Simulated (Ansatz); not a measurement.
# CH6Sn (SMILES [CH3][SnH3]): levels of theory compared

Aim: a comparison of 4 runs (BLYP/def2-SVP, PBE0/def2-SVP, BCCD(T)/def2-SVP, CCSD/def2-SVP) of CH6Sn. 

The results are computed with Ansatz 0.2.0.

42 further runs of the same task are left out: 1 that didn't finish, 41 set aside as unsound or not needed.

## Step 1: The system as given

The species is CH6Sn (8 atoms), meant as a singlet with charge 0. As SMILES, `[CH3][SnH3]`. One bond was lengthened or shortened from a relaxed shape.

Bond lengths: C1–Sn2 2.140 Å, C1–H3 1.253 Å, C1–H4 1.090 Å, C1–H5 1.090 Å, Sn2–H6 1.709 Å, Sn2–H7 1.709 Å, Sn2–H8 1.709 Å. Some angles: C1–Sn2–H6 110.1°, C1–Sn2–H7 110.1°, C1–Sn2–H8 110.1°, Sn2–C1–H3 110.0°, Sn2–C1–H4 110.0°, Sn2–C1–H5 110.0°, H6–Sn2–H7 108.8°, H6–Sn2–H8 108.8°, H7–Sn2–H8 108.8°, H3–C1–H4 109.0°.

## Step 2: The energy at BLYP/def2-SVP (core potential) (run 1)

Contents of job.yaml:

```yaml
crystal:
  periodic: [false, false, false]
  atoms:
    - {symbol: C, position_ang: [1.063595, 0.328349, 0.045154]}
    - {symbol: Sn, position_ang: [-0.950305, -0.368151, 0.237854]}
    - {symbol: H, position_ang: [1.300500, 0.627700, -1.148800]}
    - {symbol: H, position_ang: [1.758395, -0.450251, 0.359754]}
    - {symbol: H, position_ang: [1.213695, 1.210149, 0.668054]}
    - {symbol: H, position_ang: [-2.042905, 0.847749, -0.261746]}
    - {symbol: H, position_ang: [-1.187605, -1.755451, -0.732046]}
    - {symbol: H, position_ang: [-1.279605, -0.770551, 1.866154]}
basis:
  gaussian: {orbitals: def2-SVP}
hamiltonian: {xc: {name: BLYP}}
accuracy: high
output: {orbitals: {seedname: orbitals}}
```

Launch:

```bash
$ ansatz run job.yaml --threads 1 --pin off --max-ram 3480MiB --events-out events.jsonl --progress --plain --runs-dir runs
```

Log:

```text
Warning: RAYON_NUM_THREADS=1 ignored (pool sized by the plan → 1); use --threads N
Functional definition: BLYP
  name "BLYP"
  parameter beta = 0.0042
  parameter a = 0.04918
  parameter b = 0.132
  parameter c = 0.2533
  parameter d = 0.349
  exchange = b88_x(beta = beta)
  correlation = lyp_c(a = a, b = b, c = c, d = d)
1740 factors; integrals over basis functions are off by at most 3.3e-9 eV
mean field evaluation 1: about -6953.8204 eV, gradient 5.5e1 eV
mean field evaluation 2: about -6938.5555 eV, gradient 8.2e1 eV
mean field evaluation 4: about -6961.6232 eV, gradient 3.0e0 eV
mean field evaluation 8: about -6961.6504 eV, gradient 3.1e-2 eV
mean field evaluation 16: about -6961.6505 eV, gradient 1.8e-6 eV
mean field -6961.65045048 eV, -255.8359352789 hartree, gradient 6.1e-8 eV, S^2 0.000000; 0 other end points of the search recorded, 0 dependent functions left out
reference -6961.65050849 eV, -255.8359374108 hartree; 17, 17 occupied and 53, 53 virtual orbitals, 1740 factors
Total energy: -6961.65050849 eV, -255.8359374108 hartree
```

Run time: 3.6 s. Hardware: 1 thread of Arm Neoverse V2, shared host; peak memory 0.2 GiB.

## Step 3: The energy at PBE0/def2-SVP (core potential) (run 2)

job.yaml: that of step 2 with these lines changed.

```diff
@@ -12,4 +12,6 @@
 basis:
-  gaussian: {orbitals: def2-SVP}
-hamiltonian: {xc: {name: BLYP}}
+  gaussian:
+    orbitals: def2-SVP
+hamiltonian:
+  xc: {name: PBE0}
 accuracy: high
```

Launch:

```bash
$ ansatz run job.yaml --threads 1 --pin off --max-ram 3480MiB --events-out events.jsonl --progress --plain --runs-dir runs
```

Log:

```text
Warning: RAYON_NUM_THREADS=1 ignored (pool sized by the plan → 1); use --threads N
Functional definition: PBE0
  name "PBE0"
  parameter a = 0.25
  parameter kappa = 0.804
  parameter beta = 0.06672455060314922
  exchange = (1 - a)*pbe_x(kappa = kappa, mu = beta*pi^2/3) + a*exact_x
  correlation = pbe_c(beta = beta)
1740 factors; integrals over basis functions are off by at most 3.3e-9 eV
mean field evaluation 1: about -6958.9620 eV, gradient 3.9e1 eV
mean field evaluation 2: about -6956.1846 eV, gradient 4.8e1 eV
mean field evaluation 4: about -6962.8937 eV, gradient 6.4e-1 eV
mean field evaluation 8: about -6962.9827 eV, gradient 5.3e-2 eV
mean field evaluation 16: about -6962.9827 eV, gradient 3.0e-6 eV
mean field -6962.98266275 eV, -255.8848931769 hartree, gradient 5.7e-8 eV, S^2 0.000000; 0 other end points of the search recorded, 0 dependent functions left out
reference -6962.98266557 eV, -255.8848932804 hartree; 17, 17 occupied and 53, 53 virtual orbitals, 1740 factors
Total energy: -6962.98266557 eV, -255.8848932804 hartree
```

It took 4.5 s on 1 thread of Arm Neoverse V2, shared host; peak memory 0.21 GiB.

## Step 4: The energy at BCCD(T)/def2-SVP (core potential) (run 3)

job.yaml: that of step 3 with these lines changed.

```diff
@@ -14,5 +14,7 @@
     orbitals: def2-SVP
-hamiltonian:
-  xc: {name: PBE0}
 accuracy: high
-output: {orbitals: {seedname: orbitals}}
+scf:
+  omitted_lower_state_checks: [cluster_reference, increment]
+correlation:
+  method: bccd_t
+  frozen_orbitals: {C: 1, H: 0, Sn: 4}
```

Launch:

```bash
$ ansatz run job.yaml --threads 1 --pin off --max-ram 3480MiB --events-out events.jsonl --progress --plain --runs-dir runs
```

Log:

```text
Warning: RAYON_NUM_THREADS=1 ignored (pool sized by the plan → 1); use --threads N
Functional definition: HF
  name "HF"
  exchange = exact_x
  correlation = 0
these checks for a lower state are left out or cut short: cluster_reference, increment
1740 factors; integrals over basis functions are off by at most 3.3e-9 eV
mean field evaluation 1: about -6927.5113 eV, gradient 2.0e1 eV
mean field evaluation 2: about -6927.5716 eV, gradient 2.0e1 eV
mean field evaluation 4: about -6928.8454 eV, gradient 2.0e0 eV
mean field evaluation 8: about -6928.8619 eV, gradient 1.7e-4 eV
mean field -6928.86187215 eV, -254.6309772503 hartree, gradient 2.2e-8 eV, S^2 0.000000; 0 other end points of the search recorded, 0 dependent functions left out
5 core orbitals not correlated: weight in the atoms' cores, before any rotation towards them, 1.000 or more for the frozen orbitals, at most 0.000 for the correlated occupied ones
reference -6928.86187215 eV, -254.6309772503 hartree; 12, 12 occupied and 53, 53 virtual orbitals, 1740 factors
second order -7.50614841 eV of doubles, -0.00000000 eV of singles
cycle   1  -8.27593469 eV  change   -7.7e-1 eV  update   7.1e-2
cycle   2  -8.57860622 eV  change   -3.0e-1 eV  update   2.5e-2
cycle   3  -8.61610628 eV  change   -3.8e-2 eV  update   8.0e-3
cycle   4  -8.61632631 eV  change   -2.2e-4 eV  update   2.5e-3
cycle   5  -8.61516589 eV  change    1.2e-3 eV  update   6.8e-4
cycle   6  -8.61504516 eV  change    1.2e-4 eV  update   2.1e-4
cycle   7  -8.61503886 eV  change    6.3e-6 eV  update   5.0e-5
cycle   8  -8.61504803 eV  change   -9.2e-6 eV  update   1.4e-5
cycle   9  -8.61504870 eV  change   -6.8e-7 eV  update   4.0e-6
cycle  10  -8.61504845 eV  change    2.5e-7 eV  update   1.1e-6
cycle  11  -8.61504862 eV  change   -1.7e-7 eV  update   3.0e-7
cycle  12  -8.61504857 eV  change    5.0e-8 eV  update   9.5e-8
cycle  13  -8.61504860 eV  change   -3.3e-8 eV  update   3.6e-8
cycle  14  -8.61504861 eV  change   -4.8e-9 eV  update   2.1e-8
cycle  15  -8.61504877 eV  change   -1.6e-7 eV  update   1.0e-7
cycle  16  -8.61504877 eV  change   -8.5e-9 eV  update   2.8e-8
cycle  17  -8.61504877 eV  change    3.0e-9 eV  update   7.0e-9
cycle  18  -8.61504877 eV  change    2.0e-9 eV  update   2.1e-9
cycle  19  -8.61504877 eV  change   7.4e-10 eV  update  6.2e-10
perturbative correction -0.24204884 eV, -0.0088951309 hartree
Total energy: -6937.71896976 eV, -254.9564695839 hartree
Checks for a lower state left out: cluster_reference, increment
```

Run time: 9.6 s. Hardware: 1 thread of Arm Neoverse V2, shared host; peak memory 0.45 GiB.

## Step 5: The energy at CCSD/def2-SVP (core potential) (run 4)

job.yaml: that of step 4 with these lines changed.

```diff
@@ -12,9 +12,5 @@
 basis:
-  gaussian:
-    orbitals: def2-SVP
+  gaussian: {orbitals: def2-SVP}
+correlation: {method: ccsd, frozen_orbitals: {C: 1, H: 0, Sn: 4}}
 accuracy: high
-scf:
-  omitted_lower_state_checks: [cluster_reference, increment]
-correlation:
-  method: bccd_t
-  frozen_orbitals: {C: 1, H: 0, Sn: 4}
+scf: {omitted_lower_state_checks: [cluster_reference, increment]}
```

Launch:

```bash
$ ansatz run job.yaml --threads 1 --pin off --max-ram 3480MiB --events-out events.jsonl --progress --plain --runs-dir runs
```

Log:

```text
Warning: RAYON_NUM_THREADS=1 ignored (pool sized by the plan → 1); use --threads N
[... 4 set-up lines as earlier in the session ...]
these checks for a lower state are left out or cut short: cluster_reference, increment
1740 factors; integrals over basis functions are off by at most 3.3e-9 eV
mean field evaluation 1: about -6927.5113 eV, gradient 2.0e1 eV
mean field evaluation 2: about -6927.5716 eV, gradient 2.0e1 eV
mean field evaluation 4: about -6928.8454 eV, gradient 2.0e0 eV
mean field evaluation 8: about -6928.8619 eV, gradient 1.7e-4 eV
mean field -6928.86187215 eV, -254.6309772503 hartree, gradient 2.2e-8 eV, S^2 0.000000; 0 other end points of the search recorded, 0 dependent functions left out
5 core orbitals not correlated: weight in the atoms' cores, before any rotation towards them, 1.000 or more for the frozen orbitals, at most 0.000 for the correlated occupied ones
reference -6928.86187215 eV, -254.6309772503 hartree; 12, 12 occupied and 53, 53 virtual orbitals, 1740 factors
second order -7.50614841 eV of doubles, -0.00000000 eV of singles
cycle   1  -8.26766881 eV  change   -7.6e-1 eV  update   7.1e-2
cycle   2  -8.59223097 eV  change   -3.2e-1 eV  update   2.4e-2
cycle   3  -8.62706600 eV  change   -3.5e-2 eV  update   6.9e-3
cycle   4  -8.62677487 eV  change    2.9e-4 eV  update   2.0e-3
cycle   5  -8.62640019 eV  change    3.7e-4 eV  update   4.8e-4
cycle   6  -8.62635743 eV  change    4.3e-5 eV  update   1.5e-4
cycle   7  -8.62636791 eV  change   -1.0e-5 eV  update   4.1e-5
cycle   8  -8.62637082 eV  change   -2.9e-6 eV  update   1.2e-5
cycle   9  -8.62636951 eV  change    1.3e-6 eV  update   3.8e-6
cycle  10  -8.62636922 eV  change    2.9e-7 eV  update   9.4e-7
cycle  11  -8.62636927 eV  change   -4.9e-8 eV  update   2.3e-7
cycle  12  -8.62636926 eV  change    1.2e-8 eV  update   8.1e-8
cycle  13  -8.62636928 eV  change   -2.5e-8 eV  update   3.1e-8
cycle  14  -8.62636929 eV  change   -7.2e-9 eV  update   2.0e-8
cycle  15  -8.62636962 eV  change   -3.3e-7 eV  update   9.1e-8
cycle  16  -8.62636965 eV  change   -2.6e-8 eV  update   2.4e-8
cycle  17  -8.62636966 eV  change   -1.7e-8 eV  update   6.3e-9
cycle  18  -8.62636967 eV  change   -1.8e-9 eV  update   1.9e-9
Total energy: -6937.48824182 eV, -254.9479904883 hartree
Checks for a lower state left out: cluster_reference, increment
```

It took 5.7 s on 1 thread of Arm Neoverse V2, shared host; peak memory 0.35 GiB.

## Step 6: All runs side by side

```tsv
run	level	frozen core orbitals	energy (Eh)	wall time
1	BLYP/def2-SVP (core potential)	–	-255.835937	3.6 s
2	PBE0/def2-SVP (core potential)	–	-255.884893	4.5 s
3	BCCD(T)/def2-SVP (core potential)	5	-254.956470	9.6 s
4	CCSD/def2-SVP (core potential)	5	-254.947990	5.7 s
```

## Step 7: Results

```
                                          quantity          value
                               run 4: total energy  -254.94799 Eh
run 4: correlation energy (5 core orbitals frozen)     -317.0 mEh
                              run 4: T1 diagnostic          0.008
```

What this shows: Totals of different functionals can't be ranked against each other. All runs together took 23 s, the longest 9.6 s.
